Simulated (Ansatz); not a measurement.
# CaB2 (P6/mmm) in Ansatz: a series of runs, part 2 of 2

Ansatz 0.2.0. Earlier steps stand in the parts before.

## 3. Relaxation of cell and atoms, r2SCAN, target pressure 2 GPa, at which the enthalpy is minimised

The input, input.yaml:

```yaml
crystal:
  lattice:
    - [3.2264302843, 0.0, 0.0]
    - [-1.6132151421, 2.7941705897, 0.0]
    - [0.0, 0.0, 4.067392]
  atoms:
    - { symbol: Ca, position: [0.0, 0.0, 0.0] }
    - { symbol: B, position: [0.6666666667, 0.3333333333, 0.5] }
    - { symbol: B, position: [0.3333333333, 0.6666666667, 0.5] }
hamiltonian:
  xc: r2scan
  pseudopotentials: { kind: paw }
kpoints:
  mp_grid: { grid: [9, 9, 7] }
scf:
  occupations: { method: fermi_dirac, width: 0.05 }
output:
  forces: true
  stress: true
  eigenvalues: true
  write_density: true
  write_potential: true
  elf: true
  volumetric_format: npy
relax:
  f_tol: 0.01
  max_steps: 40
  cell: { stress_tol: 0.05, p_target: 2.0 }
```

Potentials or basis: Ansatz PAW.

The run is started by

```sh
ansatz run input.yaml --threads 2 --pin off --max-ram 5632MiB --backend cpu --events-out ev --progress --plain --runs-dir out
```

The program printed:

```text
Warning: RAYON_NUM_THREADS=2 ignored (pool sized by the plan → 2); use --threads N
Engine: ansatz 0.2.0, aarch64-unknown-linux-gnu
Pseudopotentials: kind: paw
Pseudopotential: Ca, paw, valence charge 10, recommended cutoff 500 eV (meta_gga), Ca.paw.azcp
Pseudopotential: B, paw, valence charge 3, recommended cutoff 500 eV (meta_gga), B.paw.azcp
Functional definition: r2SCAN
  parameter k0 = 0.174
  parameter k1 = 0.065
  parameter a1 = 4.9479
  exchange = r2scan_x(k0 = k0, k1 = k1, a1 = a1)
  correlation = r2scan_c
Crystal: 3 atoms, lattice volume = 36.668 Å³
Basis set: ecut = 500 eV, 921 PW (Γ), exchange–correlation on 96×96×120 points (64 copies of the dense FFT grid, shifted against one another)
Bands: 12, of which v1, the nominal top of the filled ones, is band 8 counted from 1 (7 counted from 0)
Symmetry: 24 space group operations
Space group: P6/mmm (ITA 191), of the structure as read, at distance tolerance 3.3e-5 Å
k-points: 48 of 567
Non-local potential: Ca, projectors of the file, l = 0: 3, l = 1: 2, l = 2: 2
Non-local potential: B, projectors of the file, l = 0: 2, l = 1: 2, l = 2: 1
PAW form: soft (Blöchl's): semilocal exchange-correlation on the pseudo side does not see the compensation charge
PAW frozen core: Ca, regenerated for the run's functional (the file was generated under x = pbe(κ = 0.804, μ = 0.2195149727645171), c = pbe(β = 0.06672455060314922))
PAW frozen core: B, regenerated for the run's functional (the file was generated under x = pbe(κ = 0.804, μ = 0.2195149727645171), c = pbe(β = 0.06672455060314922))
PAW one-centre angular grid: Ca, 302 points (default); XC on 160 Gauss nodes
PAW one-centre angular grid: B, 302 points (default); XC on 160 Gauss nodes
Initial density: superposition of atomic densities (neutral atoms: chi_scale 0, normalization atom), corrected by the library's trained network
Initial wavefunctions: pseudopotential atomic-orbital guess
Functional: x = r2scan, c = r2scan; τ floored in thin density (d = 2e-4 eV/Å³)
SCF iter   1: F=—  HF=-2135.318072 eV  |F-HF|=—  |Δ(HF+E_count)|=         —  Δρ=8.08e-3  dr2=5.29e-2  dr2_τ=1.78e-1  ethr=1.77e-3  ⟨swp⟩=6.5  Hψ=4169  notcnv=0
preconditioner: auto → none  [metal: Δε(μ)=0.048 eV  Ē_g=16.185 eV  σ=0.050 eV  W_gap=0.23  n_scr=8 (ndim 8)  ℏωp=22.9 eV  f_vac=0.000  D(μ)=1.01/eV (n_scr^D=2)  sad-step TF]
SCF iter   2: F=—  HF=-2135.409823 eV  |F-HF|=—  |Δ(HF+E_count)|=   9.18e-2  Δρ=5.03e-3  dr2=1.97e-2  dr2_τ=1.84e-4  ethr=3.31e-4  ⟨swp⟩=2.0  Hψ=1344  notcnv=0
SCF iter   3: F=—  HF=-2135.406419 eV  |F-HF|=—  |Δ(HF+E_count)|=   3.40e-3  Δρ=5.72e-4  dr2=9.75e-5  dr2_τ=2.15e-5  ethr=1.23e-4  ⟨swp⟩=2.5  Hψ=1010  notcnv=0
SCF iter   4: F=—  HF=-2135.406558 eV  |F-HF|=—  |Δ(HF+E_count)|=   1.38e-4  Δρ=2.34e-4  dr2=1.76e-5  dr2_τ=2.81e-6  ethr=6.09e-7  ⟨swp⟩=2.0  Hψ=945  notcnv=0
SCF iter   5: F=—  HF=-2135.406558 eV  |F-HF|=—  |Δ(HF+E_count)|=   1.22e-7  Δρ=5.72e-5  dr2=8.41e-7  dr2_τ=5.29e-8  ethr=1.10e-7  ⟨swp⟩=2.6  Hψ=890  notcnv=0
SCF iter   6: F=—  HF=-2135.406558 eV  |F-HF|=—  |Δ(HF+E_count)|=   2.01e-7  Δρ=2.58e-5  dr2=1.45e-7  dr2_τ=6.68e-9  ethr=6.25e-10  ⟨swp⟩=9.4  Hψ=4044  notcnv=0
SCF iter   7: F=-2135.406558 eV  HF=-2135.406558 eV  |F-HF|=4.86e-10  |Δ(HF+E_count)|=   8.63e-8  Δρ=2.45e-6  dr2=1.95e-9  dr2_τ=1.49e-10  ethr=6.25e-10  ⟨swp⟩=8.1  Hψ=3480  notcnv=0
[... 28 lines left out ...]
SCF iter   2: F=—  HF=-2135.403551 eV  |F-HF|=—  |Δ(HF+E_count)|=   1.46e-4  Δρ=1.51e-4  dr2=1.20e-5  dr2_τ=1.46e-6  ethr=6.30e-7  ⟨swp⟩=2.0  Hψ=928  notcnv=0
SCF iter   3: F=—  HF=-2135.403548 eV  |F-HF|=—  |Δ(HF+E_count)|=   2.83e-6  Δρ=8.27e-5  dr2=1.34e-6  dr2_τ=1.03e-7  ethr=7.48e-8  ⟨swp⟩=2.6  Hψ=832  notcnv=0
SCF iter   4: F=-2135.403549 eV  HF=-2135.403549 eV  |F-HF|=2.91e-8  |Δ(HF+E_count)|=   2.44e-7  Δρ=1.44e-5  dr2=3.15e-8  dr2_τ=6.28e-9  ethr=1.87e-9  ⟨swp⟩=9.4  Hψ=4076  notcnv=0
SCF 4 converged in 4 iterations: F = -2135.403549 eV  dr2 = 3.15e-8
relax step   4: F+E_penalty+E_count = -2135.40354859 eV  Δ(F+E_penalty+E_count) = -1.275e-3 eV  max|allowed force component| = 2.467e-16 eV/Å  Δτ_max = 0.0000 Å  P = +1.968 GPa  Ω = 36.009 Å³  energy of the carried Pulay correction = +8.847e-5 eV  (4 SCF iters, dr2 threshold 3.00e-7 eV, accepted)
Initial wavefunctions: pseudopotential atomic-orbital guess (no wavefunctions were taken with the density)
iter 1 solved again at ethr=2.94e-6 eV; its pass at ethr=3.10e-3 eV (dr2=4.70e-4 eV) is discarded
SCF iter   1: F=—  HF=-2135.403463 eV  |F-HF|=—  |Δ(HF+E_count)|=         —  Δρ=2.84e-5  dr2=5.03e-8  dr2_τ=1.14e-7  ethr=2.94e-6  ⟨swp⟩=2.3  Hψ=5475  notcnv=0
eigensolver tolerance schedule: the retry pair's looser diagonalisation over-reported the residual by 9347.05 of it (diagonalisation noise at an unbounded share of the residual, at the tolerance the schedule requests for it); recorded, not acted on — ethr = c·dr2/N_el stays at c = 1.0e-1
preconditioner: auto → none  [metal: Δε(μ)=0.048 eV  Ē_g=16.193 eV  σ=0.050 eV  W_gap=0.23  n_scr=8 (ndim 8)  ℏωp=23.2 eV  f_vac=0.000  D(μ)=0.85/eV (n_scr^D=2)]
SCF iter   2: F=—  HF=-2135.403463 eV  |F-HF|=—  |Δ(HF+E_count)|=   5.95e-7  Δρ=1.44e-5  dr2=1.01e-8  dr2_τ=8.25e-9  ethr=3.14e-10  ⟨swp⟩=2.8  Hψ=1036  notcnv=0
SCF iter   3: F=—  HF=-2135.403464 eV  |F-HF|=—  |Δ(HF+E_count)|=   2.48e-8  Δρ=3.31e-6  dr2=2.10e-9  dr2_τ=5.98e-10  ethr=6.29e-11  ⟨swp⟩=2.3  Hψ=895  notcnv=0
SCF iter   4: F=—  HF=-2135.403464 eV  |F-HF|=—  |Δ(HF+E_count)|=  8.69e-10  Δρ=4.49e-7  dr2=4.82e-11  dr2_τ=1.67e-11  ethr=1.31e-11  ⟨swp⟩=2.6  Hψ=905  notcnv=0
SCF iter   5: F=-2135.403464 eV  HF=-2135.403464 eV  |F-HF|=4.09e-12  |Δ(HF+E_count)|=  2.46e-11  Δρ=1.58e-7  dr2=2.76e-12  dr2_τ=9.97e-13  ethr=1.00e-12  ⟨swp⟩=5.5  Hψ=2349  notcnv=0
SCF 5 converged in 5 iterations: F = -2135.403464 eV  dr2 = 2.76e-12
relax step   5: F+E_penalty+E_count = -2135.40346351 eV  Δ(F+E_penalty+E_count) = +8.509e-5 eV  max|allowed force component| = 2.961e-16 eV/Å  Δτ_max = 0.0000 Å  P = +1.966 GPa  Ω = 36.009 Å³  stress off target by 4.22e-2 GPa  SCF on the basis re-selected at this cell (its energy is not comparable with the rows above)  (5 SCF iters)
basis re-selected at this cell: Δ(F+E_penalty+E_count) = +8.509e-5 eV, ΔP = -0.001 GPa vs the last step (what re-selecting the basis moved, of the pressure what is left beyond the Pulay correction that the steps carried, after the strain that the cell walked since its last selection, with what the two solves' SCF thresholds leave and, on support functions, any second-order correction that the steps lacked; it is no measure of the basis error at this ecutwfc). This SCF's stress stands 4.22e-2 GPa from its target on what of the cell is left free (relax.cell.stress_tol is 5.00e-2 GPa) and its largest allowed force component is 2.96e-16 eV/Å (relax.f_tol is 1.00e-2 eV/Å): within both
SCF converged after 5 iterations
Free energy (F): -2135.403464 eV
Harris-Foulkes:  -2135.403464 eV  (|F-HF|=4.09e-12)
Internal energy: -2135.396704 eV  (E = F + TS)
E sigma→0 (E₀):  -2135.400084 eV
Entropy (-TS):   -0.006760 eV (-2.253 meV/atom)
Fermi energy:    9.580841 eV
--- Per-component energies (eV) ---
  E_band       = -93.220298
  E_kinetic    = 374.587624
  E_local      = -650.165607  (includes V_loc(G=0)·N_el)
  E_nonlocal   = 86.239145
  E_hartree    = 211.948537
  E_xc         = -199.609216
  E_vxc        = -275.971187  (∫ρ·V_xc dr)
  E_paw        = -1023.960102  (= ΣΔE_a)
  E_vpaw       = -66.998274  (= ΣTr[D̂ρ^β])
  E_aug_tail   = -0.000007  (compensation charges beyond the density's cutoff)
  E_vtau       = 15.190936  (kinetic-family band-sum trace: ∫τ·v_τ [+ j·A + Jᵃ·Aᵃ] dr)
  E_ewald      = -934.179529
  E_core_change = -0.257549  (= ΣΔE_core)
  E_smearing   = -0.006760  (= −TS)
  E_closure    = -0.000000  (closes the sum)
  Σ components = -2135.403464   (vs F -2135.403464, Δ=0.00e0)
--- Forces (eV/Å), atoms counted from 1 ---
  atom   1  Ca     0.00000000    -0.00000000     0.00000000
  atom   2  B     -0.00000000    -0.00000000    -0.00000000
  atom   3  B     -0.00000000     0.00000000     0.00000000
  max |Σ_I F_I| component: 1.11e-16 eV/Å
--- Stress (GPa, compression-positive) ---
        1.957830      -0.000000       0.000000
       -0.000000       1.957830      -0.000000
        0.000000      -0.000000       1.983405
  P = ⅓ Tr σ = 1.9664 GPa (19.664 kbar)
--- Band table (eV; the first three rows and the last of 48) ---
  k-point 0: bands = ["-31.9176", "-12.0308", "-11.8298", "-11.8298", "-1.6565", "7.5534", "9.9816", "9.9816", "10.2965", "15.3918", "15.3918", "16.2887"]
  k-point 1: bands = ["-31.9166", "-12.0629", "-11.8286", "-11.8286", "-1.4873", "6.8022", "10.0732", "10.0732", "11.0797", "15.1334", "15.1334", "15.4463"]
  k-point 2: bands = ["-31.9145", "-12.1335", "-11.8260", "-11.8260", "-1.0679", "5.6131", "10.3065", "10.3065", "12.3493", "14.5563", "14.5563", "14.6440"]
  k-point 47: bands = ["-31.7806", "-12.3623", "-12.3623", "-11.9175", "2.8552", "2.8552", "5.8654", "9.2427", "9.2427", "15.9856", "16.3837", "16.3837"]
--- Relaxed structure (4 steps of the walk, 4 accepted, 1 SCFs on fresh bases) ---
  F+E_penalty+E_count = -2135.40346351 eV   max|allowed force component| = 2.961e-16 eV/Å   (the final SCF, on the basis selected at the relaxed cell)
  cell:  # Å, volume = 36.0092 Å³
    - [3.2043898377230184, -2.8670332766248328e-11, -3.117318018222009e-35]
    - [-1.60219491883668, 2.7750830031111637, -6.540370777496203e-35]
    - [-1.1789519610179398e-34, -1.1789519610179396e-34, 4.049409251441793]
  atoms:
    - { symbol: Ca, position: [-7.216573305026417e-34, 1.914630917183106e-35, -3.7403596971496465e-36] }
    - { symbol: B, position: [0.6666666666666666, 0.3333333333333333, 0.5] }
    - { symbol: B, position: [0.3333333333333332, 0.6666666666666666, 0.5] }
```

rho_z.tsv:

```text
# z_ang	rho[e/angstrom^3]
# format = ansatz-planar-average/11
# lattice	3.204389838	-0.000000000	-0.000000000
# lattice	-1.602194919	2.775083003	-0.000000000
# lattice	-0.000000000	-0.000000000	4.049409251
# sites	3
# site	20	-0.000000000	0.000000000	-0.000000000
# site	5	1.602194919	0.925027668	2.024704626
# site	5	0.000000000	1.850055335	2.024704626
0.000000	9.372559e-1
0.134980	8.970060e-1
0.269961	7.826088e-1
0.404941	6.187365e-1
0.539921	4.487221e-1
0.674902	3.147944e-1
[... 22 lines left out ...]
3.779449	7.826088e-1
3.914429	8.970060e-1
```

v_z.tsv:

```text
# z_ang	v_es[eV]	v_tot[eV]
# format = ansatz-planar-average/11
# xc	r2scan
# density_cutoff_ev	2000
# datasets	Ca=:simpson_from_first_knot:soft:shift=0	B=:simpson_from_first_knot:soft:shift=0
# lattice	3.204389838	-0.000000000	-0.000000000
# lattice	-1.602194919	2.775083003	-0.000000000
# lattice	-0.000000000	-0.000000000	4.049409251
# sites	3
# site	20	-0.000000000	0.000000000	-0.000000000
# site	5	1.602194919	0.925027668	2.024704626
# site	5	0.000000000	1.850055335	2.024704626
0.000000	-4.715686e0	-1.726210e1
0.134980	-4.158559e0	-1.619653e1
0.269961	-2.580227e0	-1.434750e1
0.404941	-2.383894e-1	-1.148721e1
0.539921	2.465341e0	-8.111565e0
0.674902	5.078994e0	-5.180916e0
[... 22 lines left out ...]
3.779449	-2.580227e0	-1.434750e1
3.914429	-4.158559e0	-1.619653e1
```

Run time: 10 s. Hardware: 2 threads of Arm Neoverse V1, shared host; peak memory 0.39 GiB.

What came out:

| Quantity | Value |
| --- | --- |
| Free energy | -2135.4035 eV |
| Relaxed volume | 12.00 Å³/atom |
| Relaxed cell | a = 3.204 Å, b = 3.204 Å, c = 4.049 Å, α = 90.00°, β = 90.00°, γ = 120.00° |
| Space group after relaxing (to 0.05 Å) | P6/mmm (No. 191) |
| Energy change on relaxing (the enthalpy is what falls) | +1.0 meV/atom |
| Ionic steps | 5 |
| Pressure after relaxing | 2.0 GPa |
| Band gap on the k mesh | none (metal or under the smearing width) |

Step by step:
```tsv
step	energy change (eV)	largest force (eV/Å)	volume (Å³)
1	0.0000	0.0000	36.67
2	0.0088	0.0000	35.76
3	0.0043	0.0000	35.94
4	0.0030	0.0000	36.01
5	0.0031	0.0000	36.01
```

Final structure:
```yaml
crystal:
  lattice:
    - [3.20439, 0.00000, 0.00000]
    - [-1.60219, 2.77508, 0.00000]
    - [0.00000, 0.00000, 4.04941]
  atoms:
    - { symbol: Ca, position: [0.00000, 0.00000, 0.00000] }
    - { symbol: B, position: [0.66667, 0.33333, 0.50000] }
    - { symbol: B, position: [0.33333, 0.66667, 0.50000] }
```

Caveat: the plane-wave basis is chosen anew once the cell has moved, so the energies of steps on either side of that aren't comparable; the PAW data sets come from PBE, with cores solved anew for the run's functional, which leaves a small shift of forces and pressure.

## 4. Relaxation of cell and atoms, r2SCAN, target pressure 5 GPa, at which the enthalpy is minimised

Edit input.yaml of step 3 so:

```diff
@@ -20,6 +20,2 @@
   eigenvalues: true
-  write_density: true
-  write_potential: true
-  elf: true
-  volumetric_format: npy
 relax:
@@ -27,2 +23,2 @@
   max_steps: 40
-  cell: { stress_tol: 0.05, p_target: 2.0 }
+  cell: { stress_tol: 0.05, p_target: 5.0 }
```

The run is started by

```sh
ansatz run input.yaml --threads 2 --pin off --max-ram 5632MiB --backend cpu --events-out ev --progress --plain --runs-dir out
```

Run time: 12 s. Hardware: 2 threads of Arm Neoverse V1, shared host; peak memory 0.39 GiB.

Results (log left out):

```
Free energy                                            : -2135.3865 eV
Relaxed volume                                         : 11.74 Å³/atom
Relaxed cell                                           : a = 3.181 Å, b = 3.181 Å, c = 4.019 Å, α = 90.00°, β = 90.00°, γ = 120.00°
Space group after relaxing (to 0.05 Å)                 : P6/mmm (No. 191)
Energy change on relaxing (the enthalpy is what falls) : +6.7 meV/atom
Ionic steps                                            : 6
Pressure after relaxing                                : 5.0 GPa
Band gap on the k mesh                                 : none (metal or under the smearing width)
```

Step by step:
| step | energy change (eV) | largest force (eV/Å) | volume (Å³) |
| --- | --- | --- | --- |
| 1 | 0.0000 | 0.0000 | 36.67 |
| 2 | 0.0640 | 0.0000 | 34.49 |
| 3 | 0.0267 | 0.0000 | 35.09 |
| 4 | 0.0189 | 0.0000 | 35.25 |
| 5 | 0.0198 | 0.0000 | 35.22 |
| 6 | 0.0200 | 0.0000 | 35.22 |

Final structure:
```xyz
3
Lattice="3.1812 0.0000 0.0000 -1.5906 2.7550 0.0000 0.0000 0.0000 4.0191" Properties=species:S:1:pos:R:3 pbc="T T T"
Ca    0.0000    0.0000    0.0000
B     1.5906    0.9183    2.0096
B     0.0000    1.8367    2.0096
```

Levels at points of the mesh, in eV from the Fermi level:
```tsv
k point	band 4	band 5	band 6	band 7	band 8	band 9	band 10	band 11	band 12
(0.00, 0.00, 0.00)	-21.33	-11.33	-2.02	0.41	0.41	0.73	5.90	5.90	6.80
```

Caveat: the plane-wave basis is chosen anew once the cell has moved, so the energies of steps on either side of that aren't comparable; the PAW data sets come from PBE, with cores solved anew for the run's functional, which leaves a small shift of forces and pressure.

## 5. Relaxation of cell and atoms, r2SCAN, target pressure 10 GPa, at which the enthalpy is minimised

Edit input.yaml of step 4 so:

```diff
@@ -23,2 +23,2 @@
   max_steps: 40
-  cell: { stress_tol: 0.05, p_target: 5.0 }
+  cell: { stress_tol: 0.05, p_target: 10.0 }
```

Potentials or basis: Ansatz PAW.

The run is started by

```sh
ansatz run input.yaml --threads 2 --pin off --max-ram 5632MiB --backend cpu --events-out ev --progress --plain --runs-dir out
```

The program printed:

```text
Warning: RAYON_NUM_THREADS=2 ignored (pool sized by the plan → 2); use --threads N
[... 10 set-up lines as earlier in the session ...]
Crystal: 3 atoms, lattice volume = 36.668 Å³
[... 103 lines left out ...]
  E_closure    = -0.000000  (closes the sum)
  Σ components = -2135.333575   (vs F -2135.333575, Δ=0.00e0)
--- Forces (eV/Å), atoms counted from 1 ---
  atom   1  Ca     0.00000000     0.00000000     0.00000000
  atom   2  B     -0.00000000     0.00000000    -0.00000000
  atom   3  B      0.00000000    -0.00000000     0.00000000
  max |Σ_I F_I| component: 1.11e-16 eV/Å
--- Stress (GPa, compression-positive) ---
        9.990725       0.000000       0.000000
        0.000000       9.990725      -0.000000
        0.000000      -0.000000       9.992497
  P = ⅓ Tr σ = 9.9913 GPa (99.913 kbar)
--- Band table (eV; the first three rows and the last of 48) ---
  k-point 0: bands = ["-31.1352", "-11.2727", "-10.9958", "-10.9958", "-1.2522", "8.2005", "10.6231", "10.6231", "10.9683", "16.2340", "16.2340", "17.1479"]
  k-point 1: bands = ["-31.1339", "-11.3143", "-10.9943", "-10.9943", "-1.0612", "7.4307", "10.7217", "10.7217", "11.7596", "15.9544", "15.9544", "16.2575"]
  k-point 2: bands = ["-31.1310", "-11.4056", "-10.9910", "-10.9910", "-0.5874", "6.2010", "10.9742", "10.9742", "13.0462", "15.3308", "15.3308", "15.4090"]
  k-point 47: bands = ["-30.9648", "-11.6241", "-11.6241", "-11.1388", "3.3670", "3.3670", "6.3920", "9.9172", "9.9172", "16.8521", "17.2924", "17.2924"]
--- Relaxed structure (5 steps of the walk, 5 accepted, 1 SCFs on fresh bases) ---
  F+E_penalty+E_count = -2135.33357510 eV   max|allowed force component| = 3.207e-16 eV/Å   (the final SCF, on the basis selected at the relaxed cell)
  cell:  # Å, volume = 34.0823 Å³
    - [3.146731521857442, -2.8154451157159303e-11, 1.0014384133896258e-33]
    - [-1.5733657609043386, 2.725149436831889, -1.3646157172559124e-33]
    - [7.908802738495345e-34, -1.2575487584191358e-33, 3.9744611943285855]
  atoms:
    - { symbol: Ca, position: [-2.3289754887072263e-33, -3.982432309532258e-34, -4.7576553290667195e-35] }
    - { symbol: B, position: [0.6666666666666666, 0.33333333333333326, 0.49999999999999994] }
    - { symbol: B, position: [0.3333333333333333, 0.6666666666666666, 0.49999999999999994] }
```

Wall time 12 s (2 threads of Arm Neoverse V1, shared host); peak memory 0.39 GiB.

What came out:

```yaml
Free_energy: -2135.3336 eV
Relaxed_volume: 11.36 Å³/atom
Relaxed_cell: a = 3.147 Å, b = 3.147 Å, c = 3.974 Å, α = 90.00°, β = 90.00°, γ = 120.00°
Space_group_after_relaxing_to_0.05_Å: P6/mmm (No. 191)
Energy_change_on_relaxing_the_enthalpy_is_what_falls: +24.3 meV/atom
Ionic_steps: 6
Pressure_after_relaxing: 10.0 GPa
Band_gap_on_the_k_mesh: none (metal or under the smearing width)
```

Step by step:
| step | energy change (eV) | largest force (eV/Å) | volume (Å³) |
| --- | --- | --- | --- |
| 1 | 0.0000 | 0.0000 | 36.67 |
| 2 | 0.1388 | 0.0000 | 33.44 |
| 3 | 0.0808 | 0.0000 | 34.01 |
| 4 | 0.0703 | 0.0000 | 34.12 |
| 5 | 0.0727 | 0.0000 | 34.08 |
| 6 | 0.0730 | 0.0000 | 34.08 |

Final structure:
```
Ca B
1.0
     3.14673    0.00000    0.00000
    -1.57337    2.72515    0.00000
     0.00000    0.00000    3.97446
Ca B
1 2
Direct
  0.00000 0.00000 0.00000
  0.66667 0.33333 0.50000
  0.33333 0.66667 0.50000
```

Caveat: the plane-wave basis is chosen anew once the cell has moved, so the energies of steps on either side of that aren't comparable; the PAW data sets come from PBE, with cores solved anew for the run's functional, which leaves a small shift of forces and pressure.

## 6. Overview

```tsv
cell	target pressure (GPa)	gap on the mesh (eV)	pressure (GPa)
relaxed	0	none	0.0
relaxed to 2 GPa	2	none	2.0
relaxed to 5 GPa	5	none	5.0
relaxed to 10 GPa	10	none	10.0
```

Alike in all rows: task relaxation of cell and atoms; level r2SCAN; potentials or basis Ansatz PAW; no spin polarisation; k mesh 9 × 9 × 7; cutoff (eV) 500; smearing fermi-dirac 0.05 eV.

Caveats: the plane-wave basis is chosen anew once the cell has moved, so the energies of steps on either side of that aren't comparable; the PAW data sets come from PBE, with cores solved anew for the run's functional, which leaves a small shift of forces and pressure.

Total energies depend on the potentials used, so only differences within one code and one set of settings carry meaning.
